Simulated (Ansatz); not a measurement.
**H₅NOSiSn: a ladder of functionals and wavefunction methods**

One table from this session's results is given with a row withheld; the runs are named, their logs left out.

Program: Ansatz 0.2.0, Gaussian basis. Level of theory: functionals in def2-TZVPP, the program's frozen cores in correlated methods. These are calculated values, not measurements.

Plan: LDA (SPW92), PBE-D4, revPBE-D4, BLYP-D4, r2SCAN-D4, B97M-V, PBE0-D4, B3LYP-D4, r2SCANh-D4, r2SCAN0-D4, HSE06-D4, BHLYP-D4, CAM-B3LYP-D4, LC-ωPBE, ωB97X-V, ωB97M-V, B2PLYP, PBE-QIDH; CCSD(T)/def2-SVP; CCSD(T)/def2-TZVPP; MP2/def2-QZVPP; extrapolation to the limit; RPA on PBE.

**The relaxed structure**

An earlier PBE0-D4 in a triple-zeta def2 set relaxation fixed the geometry. Sn takes the def2 core potential; no spin-orbit term is included.

SMILES `[OH][SnH]1[NH][SiH2]1`, 9 atoms, charge 0, spin multiplicity 1.

Atoms are counted from 1 here; the program's logs count them from 0.

Bond lengths: O1–Sn2 1.970 Å, O1–H5 0.960 Å, Sn2–N3 2.092 Å, Sn2–Si4 2.478 Å, Sn2–H6 1.701 Å, N3–Si4 1.694 Å, N3–H7 1.007 Å, Si4–H8 1.491 Å, Si4–H9 1.491 Å. Angles: Sn2–O1–H5 112.5°, O1–Sn2–N3 110.3°, O1–Sn2–Si4 123.3°, O1–Sn2–H6 100.6°, N3–Sn2–Si4 42.5°, N3–Sn2–H6 113.9°, Si4–Sn2–H6 134.3°, Sn2–N3–Si4 81.0°, Sn2–N3–H7 143.6°, Si4–N3–H7 135.2°, Sn2–Si4–N3 56.5°, Sn2–Si4–H8 120.8°, Sn2–Si4–H9 122.8°, N3–Si4–H8 120.4°, N3–Si4–H9 120.9°, H8–Si4–H9 107.8°.

The first run:

Input file in.yaml:

```yaml
crystal:
  periodic: [false, false, false]
  atoms:
    - {symbol: O, position_ang: [-1.903928, 1.559222, 0.481388]}
    - {symbol: Sn, position_ang: [-0.360933, 0.941784, -0.576413]}
    - {symbol: N, position_ang: [0.987707, -0.095543, 0.641582]}
    - {symbol: Si, position_ang: [0.566734, -1.349933, -0.416031]}
    - {symbol: H, position_ang: [-2.347430, 0.840975, 0.939022]}
    - {symbol: H, position_ang: [0.234451, 2.425874, -1.156815]}
    - {symbol: H, position_ang: [1.635409, 0.008282, 1.405683]}
    - {symbol: H, position_ang: [-0.277486, -2.484104, 0.056741]}
    - {symbol: H, position_ang: [1.553877, -1.892858, -1.392257]}
basis:
  gaussian: {orbitals: def2-TZVPP}
hamiltonian: {xc: lda}
output: {orbitals: {seedname: orbitals}}
```

Command:

```
> ansatz run in.yaml --threads 4 --pin off --events-out ev --progress --plain --max-ram 10444MiB
```

Among the steps run: LDA; PBE-D4 (GGA); revPBE-D4 (GGA); BLYP-D4 (GGA); r2SCAN-D4 (meta-GGA); B97M-V (meta-GGA); PBE0-D4 (hybrid); B3LYP-D4 (hybrid); r2SCANh-D4 (hybrid); r2SCAN0-D4 (hybrid); HSE06-D4 (hybrid); BHLYP-D4 (hybrid); CAM-B3LYP-D4 (range-separated); LC-ωPBE (range-separated); ωB97X-V (range-separated); ωB97M-V (range-separated); B2PLYP (double hybrid); PBE-QIDH (double hybrid).

One table of the session follows, with a row left open; its other results are not shown here.

It belongs to the step «Orbital energies across the functionals». 

| functional | HOMO (eV) | LUMO (eV) | gap (eV) |
| --- | --- | --- | --- |
| LDA (SPW92) | -5.98 | -2.55 | 3.44 |
| PBE-D4 | -5.85 | -2.33 | 3.52 |
| revPBE-D4 | -5.79 | -2.25 | 3.55 |
| BLYP-D4 | ? | ? | ? |
| r2SCAN-D4 | -6.09 | -2.13 | 3.95 |
| B97M-V | -6.14 | -2.17 | 3.97 |
| PBE0-D4 | -6.91 | -1.53 | 5.38 |
| B3LYP-D4 | -6.73 | -1.78 | 4.95 |
| r2SCANh-D4 | -6.48 | -1.85 | 4.63 |
| r2SCAN0-D4 | -7.07 | -1.43 | 5.64 |
| HSE06-D4 | -6.52 | -1.90 | 4.63 |
| BHLYP-D4 | -7.85 | -0.68 | 7.16 |
| CAM-B3LYP-D4 | -8.12 | -0.58 | 7.54 |
| LC-ωPBE | -9.33 | 0.54 | 9.86 |
| ωB97X-V | -9.04 | 0.45 | 9.49 |
| ωB97M-V | -8.90 | 0.22 | 9.13 |

Estimate the missing values for BLYP-D4.

Worked estimate for «HOMO (eV)». Against the share of exact exchange, B3LYP-D4 (0.2, -6.73), BHLYP-D4 (0.5, -7.85) give a slope of -3.73 per unit share; at 0 the line stands at -5.98.

**Answer.** HOMO (eV): -5.72; LUMO (eV): -2.25; gap (eV): 3.46. In «HOMO (eV)» the line misses by -0.26.
